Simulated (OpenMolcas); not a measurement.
# Se³⁺: CASSCF and CASPT2 terms and fine-structure levels

Wanted: the level scheme of Se³⁺ from active-space wave functions, then second-order correlation under several settings.

Method: state-averaged CASSCF and CASPT2, spin-orbit coupling by RASSI with atomic mean-field integrals. Code: OpenMolcas 26.06.

## (1) What is computed

* Species: Se³⁺ (selenium, Z = 34, 31 electrons)
* Basis: ANO-R1 [5s4p3d1f], 39 functions
* Scalar Hamiltonian: X2C, finite nucleus
* Inactive shells: 1s 2s 2p 3s 3p 3d
* Active space: 3 electrons in 4 orbitals (4s 4p)
* Some configurations of this space: 4p³, 4s 4p², 4s² 4p
* Orbitals: optimised for the ground-state spin in each parity, averaged over the low roots

Outer shells as boxes (Hund's rule):

4p3
```
4p [↑ ][↑ ][↑ ]
```

4s 4p2
```
4s [↑ ]
4p [↑ ][↑ ][  ]
```

4s2 4p
```
4s [↑↓]
4p [↑ ][  ][  ]
```

The work runs as a chain of OpenMolcas steps in one folder; each step below is one input file. Labels, J, g values, rates, χT and fits are worked out afterwards by a script from the matrices that RASSI stores.

## (2) GATEWAY and SEWARD: basis and integrals

a.inp

```
&GATEWAY
Coord
1

Se 0.0 0.0 0.0
Basis=ANO-R1
Group=XYZ
NoMove
AngMom=0.0 0.0 0.0
AMFI
&SEWARD
```

Command:

```console
> OMP_NUM_THREADS=1 MOLCAS_MEM=2252 MOLCAS_PROJECT=a pymolcas a.inp > a.log
```

The program printed:

```text
Basis set label: SE.ANO-R...5S4P3D1F.

      Electronic valence basis set:
      ------------------
      Associated Effective Charge  34.000000 au
      Associated Actual Charge     34.000000 au
      Nuclear Model: Finite nucleus - Gaussian distribution
        Gaussian exponent, Xi/bohr**(-2):  2.41302E+08

      Shell  nPrim  nBasis  Cartesian Spherical Contaminant
         s      21       5        X
         p      15       4        X
         d       9       3                 X
         f       6       1                 X
                  Relativistic X2C integrals
                  Atomic mean-field integrals
```

## (3) Reference wave functions, doublets of odd parity, 11 roots

a.inp

```
&RASSCF
FileOrb=start.orb
Symmetry=2
Spin=2
nActEl=3 0 0
Inactive=8 6
Ras2=1 3
CIRoot=11 11 1
SDav=11
CIMx=300
Iter=120 100
PrWF=0.3
OrbListing=Nothing
MaxOrb=0
Atom
>>> COPY $Project.JobIph JOB001
```

start.orb holds the contracted functions of the basis, ordered by shell, or the orbitals of the step before.

The program printed, cut to the lines that bear on the results:

```text
[...]
      Number of active orbitals                  4
[...]
      Spin quantum number                      0.5
[...]
      Active orbitals                            1   3
[...]
      Number of CSFs                            11
      Number of root(s) required                11
[...]
      Convergence after  4 iterations
[...]
      Natural orbitals and occupation numbers for root  1
      sym 1:   1.955557
      sym 2:   0.022221   1.000000   0.022221
      Natural orbitals and occupation numbers for root  2
      sym 1:   1.955557
      sym 2:   1.000000   0.022221   0.022221
      Natural orbitals and occupation numbers for root  3
      sym 1:   1.955557
      sym 2:   0.022221   0.022221   1.000000
::    RASSCF root number  1 Total energy:  -2425.92737032
::    RASSCF root number  2 Total energy:  -2425.92737032
[...]
::    RASSCF root number  8 Total energy:  -2424.93001054
::    RASSCF root number  9 Total energy:  -2424.84563817
::    RASSCF root number 10 Total energy:  -2424.84563817
::    RASSCF root number 11 Total energy:  -2424.84563817
```

## (4) CASSCF: quartets of odd parity, 1 root

a.inp

```
&RASSCF
FileOrb=start.orb
Symmetry=2
Spin=4
nActEl=3 0 0
Inactive=8 6
Ras2=1 3
CIRoot=1 1 1
SDav=1
CIMx=300
Iter=120 100
PrWF=0.3
OrbListing=Nothing
MaxOrb=0
Atom
CIOnly
>>> COPY $Project.JobIph JOB002
```

Command:

```console
> OMP_NUM_THREADS=1 MOLCAS_MEM=2252 MOLCAS_PROJECT=a pymolcas a.inp > a.log
```

The program printed, cut to the lines that bear on the results:

```text
[...]
      Number of active orbitals                  4
[...]
      Spin quantum number                      1.5
[...]
      Active orbitals                            1   3
[...]
      Number of CSFs                             1
      Number of root(s) required                 1
[...]
      Natural orbitals and occupation numbers for root  1
      sym 1:   0.000000
      sym 2:   1.000000   1.000000   1.000000
::    RASSCF root number  1 Total energy:  -2425.02051252
```

CIOnly: the orbitals of an earlier block are kept, and only the CI is solved.

## (5) Reference wave functions, doublets of even parity, 9 roots

a.inp

```
&RASSCF
FileOrb=start.orb
Symmetry=1
Spin=2
nActEl=3 0 0
Inactive=8 6
Ras2=1 3
CIRoot=9 9 1
SDav=9
CIMx=300
Iter=120 100
PrWF=0.3
OrbListing=Nothing
MaxOrb=0
Atom
>>> COPY $Project.JobIph JOB003
```

Command:

```console
> OMP_NUM_THREADS=1 MOLCAS_MEM=2252 MOLCAS_PROJECT=a pymolcas a.inp > a.log
```

The program printed, cut to the lines that bear on the results:

```text
[...]
      Number of active orbitals                  4
[...]
      Spin quantum number                      0.5
[...]
      Active orbitals                            1   3
[...]
      Number of CSFs                             9
      Number of root(s) required                 9
[...]
      Convergence after  7 iterations
[...]
      Natural orbitals and occupation numbers for root  1
      sym 1:   1.000000
      sym 2:   1.025888   0.000688   0.973423
      Natural orbitals and occupation numbers for root  2
      sym 1:   1.000000
      sym 2:   0.333333   0.333333   1.333333
      Natural orbitals and occupation numbers for root  3
      sym 1:   1.000000
      sym 2:   0.392534   1.330014   0.277452
::    RASSCF root number  1 Total energy:  -2425.43435002
::    RASSCF root number  2 Total energy:  -2425.43435002
[...]
::    RASSCF root number  6 Total energy:  -2425.34455908
::    RASSCF root number  7 Total energy:  -2425.26995773
::    RASSCF root number  8 Total energy:  -2425.26995773
::    RASSCF root number  9 Total energy:  -2425.26995773
```

## (6) CASSCF: quartets of even parity, 3 roots

a.inp

```
&RASSCF
FileOrb=start.orb
Symmetry=1
Spin=4
nActEl=3 0 0
Inactive=8 6
Ras2=1 3
CIRoot=3 3 1
SDav=3
CIMx=300
Iter=120 100
PrWF=0.3
OrbListing=Nothing
MaxOrb=0
Atom
CIOnly
>>> COPY $Project.JobIph JOB004
```

The program printed, cut to the lines that bear on the results:

```text
[...]
      Number of active orbitals                  4
[...]
      Spin quantum number                      1.5
[...]
      Active orbitals                            1   3
[...]
      Number of CSFs                             3
      Number of root(s) required                 3
[...]
      Natural orbitals and occupation numbers for root  1
      sym 1:   1.000000
      sym 2:   1.000000   1.000000   0.000000
      Natural orbitals and occupation numbers for root  2
      sym 1:   1.000000
      sym 2:   0.000000   1.000000   1.000000
      Natural orbitals and occupation numbers for root  3
      sym 1:   1.000000
      sym 2:   1.000000   0.000000   1.000000
::    RASSCF root number  1 Total energy:  -2425.60633710
::    RASSCF root number  2 Total energy:  -2425.60633710
::    RASSCF root number  3 Total energy:  -2425.60633710
```

CIOnly: the orbitals of an earlier block are kept, and only the CI is solved.

## (7) State interaction with spin-orbit coupling

a.inp

```
&RASSI
NrOfJobIphs=4 11 1 9 3
1 2 3 4 5 6 7 8 9 10 11
1
1 2 3 4 5 6 7 8 9
1 2 3
IphNames
JOB001
JOB002
JOB003
JOB004
EJob
SpinOrbit
DIPRint=1.0
SOCoupling=1000.0
Subsets=2
MEES
Property=10
'ANGMOM' 1 'ANGMOM' 2 'ANGMOM' 3 'MLTPL  1' 1 'MLTPL  1' 2 'MLTPL  1' 3
'AMFI' 1 'AMFI' 2 'AMFI' 3 'MLTPL  2' 6
SOProperty=3
'ANGMOM' 1 'ANGMOM' 2 'ANGMOM' 3
```

The program printed:

```text
SPIN-FREE ENERGIES:
  (Shifted by EMIN (a.u.) =      -2425.9273703164)

 SF State       Relative EMIN(au)   Rel lowest level(eV)    D:o, cm**(-1)      L_eff

     1             0.0000000000        0.0000000000              0.0000         1.0
     2             0.0000000000        0.0000000000              0.0000         1.0
     3             0.0000000000        0.0000000000              0.0000         1.0
    22             0.3210332162        8.7357588435          70458.6468         1.0
    23             0.3210332162        8.7357588435          70458.6468         1.0
    24             0.3210332162        8.7357588435          70458.6468         1.0
    13             0.4930202956       13.4157656898         108205.4476         2.0
    14             0.4930202956       13.4157656898         108205.4476         2.0
    15             0.4930202956       13.4157656898         108205.4476         2.0
    16             0.4930202956       13.4157656898         108205.4476         2.0
    17             0.4930202956       13.4157656898         108205.4476         2.0
    18             0.5828112317       15.8591015353         127912.2802         0.0
    19             0.6574125820       17.8891076915         144285.3841         1.0
    20             0.6574125820       17.8891076915         144285.3841         1.0
    21             0.6574125820       17.8891076915         144285.3841         1.0
    12             0.9068577936       24.6768576925         199032.2800         0.0
     7             0.9973597783       27.1395421533         218895.1697         2.0
     8             0.9973597783       27.1395421533         218895.1697         2.0
     4             0.9973597783       27.1395421533         218895.1697         2.0
     5             0.9973597783       27.1395421533         218895.1697         2.0
     6             0.9973597783       27.1395421533         218895.1697         2.0
    11             1.0817321445       29.4354311977         237412.7636         1.0
    10             1.0817321445       29.4354311977         237412.7636         1.0
     9             1.0817321445       29.4354311977         237412.7636         1.0
     Dipole printing threshold changed to   1.00000000E+00

++ Dipole transition strengths (spin-free states):
   -----------------------------------------------
     for osc. strength at least  1.00000000E+00

  ( Max oscillator strength is only   0.54567064491871942      )
--
Eigenvalues of complex Hamiltonian:
   -----------------------------------
  (Shifted by EMIN (a.u.) =      -2425.9273703164)

 SO State       Relative EMIN(au)   Rel lowest level(eV)    D:o, cm**(-1)     J-value

     1            -0.0122381467        0.0000000000              0.0000         0.4
     2            -0.0122381467        0.0000000000              0.0000         0.4
     3             0.0061083801        0.4992344278           4026.5972         1.4
     4             0.0061083801        0.4992344278           4026.5972         1.3
     5             0.0061083801        0.4992344278           4026.5972         0.9
     6             0.0061083801        0.4992344278           4026.5972         1.0
     7             0.3099938108        8.7683782566          70721.7401         0.4
     8             0.3099938108        8.7683782566          70721.7401         0.4
     9             0.3167991434        8.9535607904          72215.3380         0.9
    10             0.3167991434        8.9535607904          72215.3380         1.1
    11             0.3167991434        8.9535607904          72215.3380         1.4
    12             0.3167991434        8.9535607904          72215.3380         1.3
    13             0.3267351599        9.2239335746          74396.0415         2.2
    14             0.3267351599        9.2239335746          74396.0415         2.2
    15             0.3267351599        9.2239335746          74396.0415         2.3
    16             0.3267351599        9.2239335746          74396.0415         1.2
    17             0.3267351599        9.2239335746          74396.0415         2.3
    18             0.3267351599        9.2239335746          74396.0415         1.2
    19             0.4927092791       13.7403194377         110823.1501         1.3
    20             0.4927092791       13.7403194377         110823.1501         1.0
    21             0.4927092791       13.7403194377         110823.1501         0.9
    22             0.4927092791       13.7403194377         110823.1501         1.4
    23             0.4934763981       13.7611938085         110991.5133         1.6
    24             0.4934763981       13.7611938085         110991.5133         1.7
    25             0.4934763981       13.7611938085         110991.5133         2.4
    26             0.4934763981       13.7611938085         110991.5133         1.9
    27             0.4934763981       13.7611938085         110991.5133         1.8
    28             0.4934763981       13.7611938085         110991.5133         2.3
    29             0.5820956458       16.1726463863         130441.1900         0.4
    30             0.5820956458       16.1726463863         130441.1900         0.4
    31             0.6506934345       18.0392873123         145496.6644         0.4
    32             0.6506934345       18.0392873123         145496.6644         0.4
    33             0.6619576713       18.3458028081         147968.8786         1.0
    34             0.6619576713       18.3458028081         147968.8786         1.0
    35             0.6619576713       18.3458028081         147968.8786         1.3
    36             0.6619576713       18.3458028081         147968.8786         1.3
    37             0.9059811254       24.9860192717         201525.8363         1.4
    38             0.9059811254       24.9860192717         201525.8363         1.4
    39             0.9059811254       24.9860192717         201525.8363         0.8
    40             0.9059811254       24.9860192717         201525.8363         0.8
    41             0.9951998784       27.4137852215         221107.0892         1.3
Weights of the five most important spin-orbit-free states for each spin-orbit state.

 SO State  Total energy (au)           Spin-free states, spin, and weights
 -------------------------------------------------------------------------------------------------------
    1        -0.012238       3 0.5  0.3333    2 0.5  0.3333    1 0.5  0.3333    9 0.5  0.0000   11 0.5  0.0000
    2        -0.012238       2 0.5  0.3333    3 0.5  0.3333    1 0.5  0.3333    9 0.5  0.0000   11 0.5  0.0000
    3         0.006108       3 0.5  0.4810    2 0.5  0.2693    1 0.5  0.2497   12 1.5  0.0000    6 0.5  0.0000
    4         0.006108       3 0.5  0.6647    2 0.5  0.1720    1 0.5  0.1633   12 1.5  0.0000    5 0.5  0.0000
    5         0.006108       2 0.5  0.5058    1 0.5  0.3448    3 0.5  0.1494   12 1.5  0.0000    4 0.5  0.0000
    6         0.006108       1 0.5  0.5755    2 0.5  0.3862    3 0.5  0.0383   12 1.5  0.0000    8 0.5  0.0000
    7         0.309994      24 1.5  0.3324   23 1.5  0.3324   22 1.5  0.3324   18 0.5  0.0027   19 0.5  0.0000
    8         0.309994      23 1.5  0.3324   22 1.5  0.3324   24 1.5  0.3324   18 0.5  0.0027   21 0.5  0.0000
    9         0.316799      23 1.5  0.5133   24 1.5  0.3491   22 1.5  0.1371   14 0.5  0.0001   17 0.5  0.0001
   10         0.316799      24 1.5  0.5082   23 1.5  0.2846   22 1.5  0.2066   13 0.5  0.0001   14 0.5  0.0001
   11         0.316799      22 1.5  0.4070   23 1.5  0.3116   24 1.5  0.2808   15 0.5  0.0001   16 0.5  0.0001
   12         0.316799      22 1.5  0.5819   23 1.5  0.2231   24 1.5  0.1944   16 0.5  0.0001   15 0.5  0.0001
```

These steps took 15 s in all on 1 thread of Intel Xeon Platinum 8488C (Sapphire Rapids), shared host.

The roots that group into whole terms:

```tsv
configuration	term	E (cm⁻¹)
4s² 4p	²P°	0.0
4s 4p²	⁴P	70459
4s 4p²	²D	108205
4s 4p²	²S	127912
4s 4p²	²P	144285
4p³	⁴S°	199032
4p³	²D°	218895
4p³	²P°	237413
```

Levels with spin-orbit coupling, from the RASSI matrices grouped by J:

```json
{"Configuration": "4s² 4p", "Term": "²P°", "J": "1/2", "E (cm⁻¹)": "0.0", "g": "0.666", "Leading %": "100"}
{"Configuration": "4s² 4p", "Term": "²P°", "J": "3/2", "E (cm⁻¹)": "4027", "g": "1.334", "Leading %": "100"}
{"Configuration": "4s 4p²", "Term": "⁴P", "J": "1/2", "E (cm⁻¹)": "70722", "g": "2.668", "Leading %": "100"}
{"Configuration": "4s 4p²", "Term": "⁴P", "J": "3/2", "E (cm⁻¹)": "72215", "g": "1.735", "Leading %": "100"}
{"Configuration": "4s 4p²", "Term": "⁴P", "J": "5/2", "E (cm⁻¹)": "74396", "g": "1.600", "Leading %": "100"}
{"Configuration": "4s 4p²", "Term": "²D", "J": "3/2", "E (cm⁻¹)": "110823", "g": "0.801", "Leading %": "100"}
{"Configuration": "4s 4p²", "Term": "²D", "J": "5/2", "E (cm⁻¹)": "110992", "g": "1.202", "Leading %": "100"}
{"Configuration": "4s 4p²", "Term": "²S", "J": "1/2", "E (cm⁻¹)": "130441", "g": "1.976", "Leading %": "98"}
{"Configuration": "4s 4p²", "Term": "²P", "J": "1/2", "E (cm⁻¹)": "145497", "g": "0.694", "Leading %": "98"}
{"Configuration": "4s 4p²", "Term": "²P", "J": "3/2", "E (cm⁻¹)": "147969", "g": "1.333", "Leading %": "100"}
{"Configuration": "4p³", "Term": "⁴S°", "J": "3/2", "E (cm⁻¹)": "201526", "g": "1.999", "Leading %": "99"}
{"Configuration": "4p³", "Term": "²D°", "J": "3/2", "E (cm⁻¹)": "221107", "g": "0.813", "Leading %": "98"}
{"Configuration": "4p³", "Term": "²D°", "J": "5/2", "E (cm⁻¹)": "221581", "g": "1.200", "Leading %": "100"}
{"Configuration": "4p³", "Term": "²P°", "J": "1/2", "E (cm⁻¹)": "240038", "g": "0.666", "Leading %": "100"}
{"Configuration": "4p³", "Term": "²P°", "J": "3/2", "E (cm⁻¹)": "240798", "g": "1.324", "Leading %": "97"}
```

Transitions at CASSCF energies (vacuum wavelengths; branching counts decays inside the model space alone):

```tsv
upper	lower	type	λ (nm)	A (s-1)	branching %
4s 4p² ²P_3/2	4s² 4p ²P°_1/2	E1	67.58	2.46e+09	15.8
4s 4p² ²P_1/2	4s² 4p ²P°_1/2	E1	68.73	8.78e+09	57.8
4s 4p² ²P_3/2	4s² 4p ²P°_3/2	E1	69.47	1.31e+10	84.2
4s 4p² ²P_1/2	4s² 4p ²P°_3/2	E1	70.69	6.41e+09	42.2
4p³ ⁴S°_3/2	4s 4p² ⁴P_1/2	E1	76.45	2.46e+09	17.6
4s 4p² ²S_1/2	4s² 4p ²P°_1/2	E1	76.66	3.66e+09	53.8
4p³ ²P°_3/2	4s 4p² ²D_3/2	E1	76.94	1.00e+09	9.1
4p³ ²P°_3/2	4s 4p² ²D_5/2	E1	77.04	4.49e+09	40.9
4p³ ⁴S°_3/2	4s 4p² ⁴P_3/2	E1	77.33	4.73e+09	33.9
4p³ ²P°_1/2	4s 4p² ²D_3/2	E1	77.39	6.07e+09	54.8
4p³ ⁴S°_3/2	4s 4p² ⁴P_5/2	E1	78.66	6.75e+09	48.4
4s 4p² ²S_1/2	4s² 4p ²P°_3/2	E1	79.1	3.14e+09	46.2
4s 4p² ²D_3/2	4s² 4p ²P°_1/2	E1	90.23	2.10e+09	89.9
4p³ ²D°_5/2	4s 4p² ²D_5/2	E1	90.42	4.14e+09	70.6
4p³ ²P°_3/2	4s 4p² ²S_1/2	E1	90.62	1.73e+09	15.7
4p³ ²D°_3/2	4s 4p² ²D_3/2	E1	90.68	3.42e+09	58.6
4p³ ²D°_3/2	4s 4p² ²D_5/2	E1	90.81	8.74e+08	15.0
4s 4p² ²D_5/2	4s² 4p ²P°_3/2	E1	93.49	2.09e+09	100.0
4p³ ²P°_1/2	4s 4p² ²P_1/2	E1	105.8	3.09e+09	27.9
4p³ ²P°_3/2	4s 4p² ²P_3/2	E1	107.7	3.56e+09	32.4
4p³ ²D°_3/2	4s 4p² ²P_1/2	E1	132.3	1.30e+09	22.2
4p³ ²D°_5/2	4s 4p² ²P_3/2	E1	135.8	1.28e+09	21.8
```

[end of part 1 of 3]
